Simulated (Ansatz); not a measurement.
# HF (SMILES F): B3LYP/6-31G(d) (spherical functions)

Aim: the electronic atomisation energy of HF at B3LYP/6-31G* (spherical functions), from 3 runs. 

Program for the calculation: Ansatz 0.2.0.

37 further runs of the same task are left out: 37 set aside as unsound or not needed.

## 1. The structure to begin with

HF: 2 atoms, total charge 0, spin state singlet. As SMILES, `F`. The coordinates come from a PBE0-D4/def2-TZVP relaxation.

Bond lengths: F1–H2 0.920 Å.

## 2. A single-point energy at B3LYP/6-31G(d) (spherical functions)

File input.yaml:

```yaml
basis:
  gaussian: {orbitals: 6-31G_st_-spherical.json}
crystal:
  periodic: [false, false, false]
  atoms:
    - {symbol: F, position_ang: [-0.390000, 0.144600, -0.196400]}
    - {symbol: H, position_ang: [0.390000, -0.144600, 0.196400]}
hamiltonian: {xc: {name: B3LYP}}
accuracy: high
output: {orbitals: {seedname: orbitals}}
```

The basis set 6-31G* is read from a file made from the Basis Set Exchange's data (not shown).

Started as:

```
$ ansatz run input.yaml --threads 1 --pin off --max-ram 3480MiB --events-out events.jsonl --progress --plain --runs-dir runs
```

The log of the run:

```text
Warning: RAYON_NUM_THREADS=1 ignored (pool sized by the plan → 1); use --threads N
Functional definition: B3LYP
  name "B3LYP"
  parameter a0 = 0.2
  parameter ax = 0.72
  parameter ac = 0.81
  exchange = (1 - a0 - ax)*slater_x + ax*b88_x + a0*exact_x
  correlation = (1 - ac)*vwn_rpa_c + ac*lyp_c
242 factors; integrals over basis functions are off by at most 2.7e-9 eV
mean field evaluation 1: about -2731.1989 eV, gradient 3.0e1 eV
mean field evaluation 2: about -2730.4292 eV, gradient 3.9e1 eV
mean field evaluation 4: about -2732.5136 eV, gradient 4.2e-1 eV
mean field evaluation 8: about -2732.5115 eV, gradient 1.9e-4 eV
mean field -2732.51154295 eV, -100.4179470404 hartree, gradient 3.0e-8 eV, S^2 0.000000; 0 other end points of the search recorded, 0 dependent functions left out
reference -2732.51155616 eV, -100.4179475259 hartree; 5, 5 occupied and 11, 11 virtual orbitals, 242 factors
Total energy: -2732.51155616 eV, -100.4179475259 hartree
```

It took 0.34 s on 1 thread of Arm Neoverse V1, shared host.

## 3. The F atom

File molecule.yaml:

```yaml
crystal:
  periodic: [false, false, false]
  atoms:
    - symbol: F
      position_ang: [0.000000, 0.000000, 0.000000]
basis:
  gaussian: {orbitals: 6-31G_st_-spherical.json}
magnetization: {spin_polarized: true, initial_magnetization: 1}
hamiltonian: {xc: {name: B3LYP}}
accuracy: high
```

The basis set 6-31G* is read from a file made from the Basis Set Exchange's data (not shown).

Run the same way, it converges to -99.71458 Eh (log not shown).

## 4. The H atom at the same level

File molecule.yaml:

```yaml
crystal:
  periodic: [false, false, false]
  atoms:
    - symbol: H
      position_ang: [0.000000, 0.000000, 0.000000]
basis:
  gaussian:
    orbitals: "6-31G*"
magnetization:
  spin_polarized: true
  initial_magnetization: 1
hamiltonian:
  xc: {name: B3LYP}
accuracy: high
```

Run the same way, it converges to -0.50027 Eh (log not shown).

## 5. Outcome

At B3LYP/6-31G* (spherical functions):

| quantity | value |
| --- | --- |
| molecule: total energy | -100.41795 Eh |
| molecule: HOMO energy | -10.24 eV |
| molecule: LUMO energy | 1.87 eV |
| molecule: HOMO–LUMO gap | 12.11 eV |
| F atom: total energy | -99.71458 Eh |
| F atom: ⟨S²⟩ | 0.751 |
| H atom: total energy | -0.50027 Eh |
| H atom: ⟨S²⟩ | 0.750 |
| electronic atomisation energy | 5.527 eV |

**Reading.** Taking the molecule apart into free atoms costs 5.53 eV (127 kcal/mol), before zero-point energy and without spin-orbit coupling.
